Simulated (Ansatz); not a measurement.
**SiH3Cl (SMILES [SiH3]Cl) at B2PLYP/aug-cc-pVDZ**

What is the electronic atomisation energy of SiH3Cl at B2PLYP/aug-cc-pVDZ? 

Program for the calculation: Ansatz 0.2.0.

60 further runs of the same task are left out: 2 that didn't finish, 58 set aside as unsound or not needed.

### Step 1. Starting point

SiH3Cl has 5 atoms, charge 0, and is taken as a singlet. SMILES: `[SiH3]Cl`. Geometry: relaxed at PBE0-D4/def2-TZVP.

Bond lengths: Si1–Cl2 2.054 Å, Si1–H3 1.481 Å, Si1–H4 1.481 Å, Si1–H5 1.481 Å. Angles: Cl2–Si1–H3 108.5°, Cl2–Si1–H4 108.5°, Cl2–Si1–H5 108.5°, H3–Si1–H4 110.4°, H3–Si1–H5 110.4°, H4–Si1–H5 110.4°.

### Step 2. A single-point energy at B2PLYP/aug-cc-pVDZ

job.yaml reads:

```yaml
crystal:
  periodic: [false, false, false]
  atoms:
    - symbol: Si
      position_ang: [-0.112000, 0.018600, -0.030900]
    - symbol: Cl
      position_ang: [1.838300, -0.513500, 0.329900]
    - symbol: H
      position_ang: [-0.950900, -0.488300, 1.079100]
    - symbol: H
      position_ang: [-0.534700, -0.585700, -1.314900]
    - symbol: H
      position_ang: [-0.190800, 1.495400, -0.104700]
basis:
  gaussian:
    orbitals: aug-cc-pVDZ
correlation:
  frozen_orbitals: {Cl: 5, H: 0, Si: 5}
accuracy: high
hamiltonian:
  xc: {name: B2PLYP}
output: {orbitals: {seedname: orbitals}}
```

The run is started by

```sh
$ ansatz run job.yaml --threads 1 --pin off --max-ram 3480MiB --events-out events.jsonl --progress --plain --runs-dir runs
```

Standard output:

```text
Warning: RAYON_NUM_THREADS=1 ignored (pool sized by the plan → 1); use --threads N
Functional definition: B2PLYP
  name "B2PLYP"
  parameter a = 0.53
  parameter c = 0.27
  exchange = (1 - a)*b88_x + a*exact_x
  correlation = (1 - c)*lyp_c + c*(mp2_os + mp2_ss)
1640 factors; integrals over basis functions are off by at most 3.8e-9 eV
mean field evaluation 1: about -20440.1781 eV, gradient 8.4e0 eV
mean field evaluation 2: about -20440.2634 eV, gradient 8.5e0 eV
mean field evaluation 4: about -20440.4957 eV, gradient 1.0e0 eV
mean field evaluation 8: about -20440.4997 eV, gradient 5.4e-3 eV
mean field evaluation 16: about -20440.4997 eV, gradient 3.7e-7 eV
mean field -20440.49965208 eV, -751.1745071457 hartree, gradient 6.8e-8 eV, S^2 0.000000; 0 other end points of the search recorded, 0 dependent functions left out
10 core orbitals not correlated: weight in the atoms' cores, before any rotation towards them, 1.000 or more for the frozen orbitals, at most 0.000 for the correlated occupied ones
reference -20440.49967948 eV, -751.1745081525 hartree; 7, 7 occupied and 64, 64 virtual orbitals, 1640 factors
second order -8.58017414 eV of doubles, -0.00000000 eV of singles
Total energy: -20442.81632650 eV, -751.2596433601 hartree
```

Wall time 6.3 s (1 thread of Intel Xeon Platinum 8375C at 2.90GHz (Ice Lake), shared host); peak memory 0.24 GiB.

### Step 3. The Cl atom at the same level

job.yaml reads:

```yaml
crystal:
  periodic: [false, false, false]
  atoms:
    - {symbol: Cl, position_ang: [0.000000, 0.000000, 0.000000]}
basis:
  gaussian: {orbitals: aug-cc-pVDZ}
total_charge: 0
magnetization: {spin_polarized: true, initial_magnetization: 1}
hamiltonian: {xc: {name: B2PLYP}}
correlation: {frozen_orbitals: {Cl: 5}}
accuracy: high
```

Run the same way, it converges to -460.00549 Eh (log not shown).

### Step 4. The H atom, same level

in.yaml reads:

```yaml
crystal:
  periodic: [false, false, false]
  atoms:
    - {symbol: H, position_ang: [0.000000, 0.000000, 0.000000]}
basis:
  gaussian: {orbitals: aug-cc-pVDZ}
magnetization: {spin_polarized: true, initial_magnetization: 1}
hamiltonian: {xc: {name: B2PLYP}}
correlation: {frozen_orbitals: {H: 0}}
accuracy: high
```

Run the same way, it converges to -0.49815 Eh (log not shown).

### Step 5. The Si atom at the same level

in.yaml reads:

```yaml
crystal:
  periodic: [false, false, false]
  atoms:
    - {symbol: Si, position_ang: [0.000000, 0.000000, 0.000000]}
basis:
  gaussian:
    orbitals: aug-cc-pVDZ
total_charge: 0
magnetization:
  spin_polarized: true
  initial_magnetization: 2
hamiltonian:
  xc: {name: B2PLYP}
correlation:
  frozen_orbitals: {Si: 5}
accuracy: high
```

The run is started by

```sh
$ ansatz run in.yaml --threads 1 --pin off --max-ram 3480MiB --events-out events.jsonl --progress --plain --runs-dir runs
```

Standard output (excerpt; [...] marks lines left out):

```text
Warning: RAYON_NUM_THREADS=1 ignored (pool sized by the plan → 1); use --threads N
[... 2 set-up lines as earlier in the session ...]
[...]
231 factors; integrals over basis functions are off by at most 3.2e-9 eV
[...]
mean field -7870.43817884 eV, -289.2332682979 hartree, gradient 6.3e-9 eV, S^2 2.006596; 0 other end points of the search recorded, 0 dependent functions left out
5 core orbitals not correlated: weight in the atoms' cores, before any rotation towards them, 1.000 or more for the frozen orbitals, at most 0.000 for the correlated occupied ones
reference -7870.43819482 eV, -289.2332688852 hartree; 3, 1 occupied and 19, 21 virtual orbitals, 231 factors
second order -1.64795562 eV of doubles, -0.00000000 eV of singles
Total energy: -7870.88314284 eV, -289.2496204232 hartree
```

Wall time 0.74 s (1 thread of Intel Xeon Platinum 8375C at 2.90GHz (Ice Lake), shared host); peak memory 0.11 GiB.

### Step 6. Summary of results

Level: B2PLYP/aug-cc-pVDZ, 10 core orbitals frozen.

| quantity | value |
| --- | --- |
| molecule: total energy | -751.25964 Eh |
| molecule: HOMO energy (SCF part's orbitals) | -10.22 eV |
| molecule: LUMO energy (SCF part's orbitals) | 0.33 eV |
| molecule: HOMO–LUMO gap (SCF part's orbitals) | 10.55 eV |
| Cl atom: total energy | -460.00549 Eh |
| Cl atom: ⟨S²⟩ | 0.754 |
| H atom: total energy | -0.49815 Eh |
| H atom: ⟨S²⟩ | 0.750 |
| Si atom: total energy | -289.24962 Eh |
| Si atom: ⟨S²⟩ | 2.007 |
| electronic atomisation energy | 13.880 eV |

Taking the molecule apart into free atoms costs 13.88 eV (320 kcal/mol), before zero-point energy and without spin-orbit coupling.
